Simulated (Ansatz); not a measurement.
Write the native input for Ansatz 0.2.0 that does the following.

```
Task                : single point
Functional          : PBE
Potentials or basis : SPMS NC
Cutoff              : 952 eV (not typed: the program's choice for these potentials)
k mesh              : 8 × 8 × 8
Occupations         : fermi-dirac, width 0.05 eV
Spin                : no spin polarisation
```

Crystal: Cu2BrCl.

```
CELL_PARAMETERS angstrom
1.85551 1.07128 6.04751
-1.85551 1.07128 6.04751
0.00000 -2.14256 6.04751
ATOMIC_POSITIONS crystal
Br 0.00000 0.00000 0.00000
Cu 0.75160 0.75160 0.75160
Cu 0.24840 0.24840 0.24840
Cl 0.50000 0.50000 0.50000
```

The cell comes from a database or a generator and needn't be the stable form of this composition.

One way to write it, as run:

input.yaml

```yaml
crystal:
  lattice:
    - [1.8555099526, 1.0712791706, 6.0475086568]
    - [-1.8555099526, 1.0712791706, 6.0475086568]
    - [0.0, -2.1425583412, 6.0475086568]
  atoms:
    - { symbol: Br, position: [0.0, 0.0, 0.0] }
    - { symbol: Cu, position: [0.751603, 0.751603, 0.751603] }
    - { symbol: Cu, position: [0.248397, 0.248397, 0.248397] }
    - { symbol: Cl, position: [0.5, 0.5, 0.5] }
hamiltonian:
  xc: pbe
  pseudopotentials: { kind: nc, source: spms }
kpoints:
  mp_grid: { grid: [8, 8, 8] }
scf:
  occupations: { method: fermi_dirac, width: 0.05 }
output:
  forces: true
  stress: true
  eigenvalues: true
```

Potentials or basis: SPMS NC.

The run is started by

```console
$ ansatz run input.yaml --threads 2 --pin off --max-ram 5632MiB --backend cpu --events-out ev --progress --plain --runs-dir out
```

It gave:

```
Pressure               : 1.2 GPa
Largest force          : 0.114 eV/Å
Band gap on the k mesh : 0.18 eV, direct
```

Wall time 9.2 s on 2 threads of AMD EPYC 7R43 64-Core Processor (Zen 3), on a shared host, peak memory 0.65 GiB.
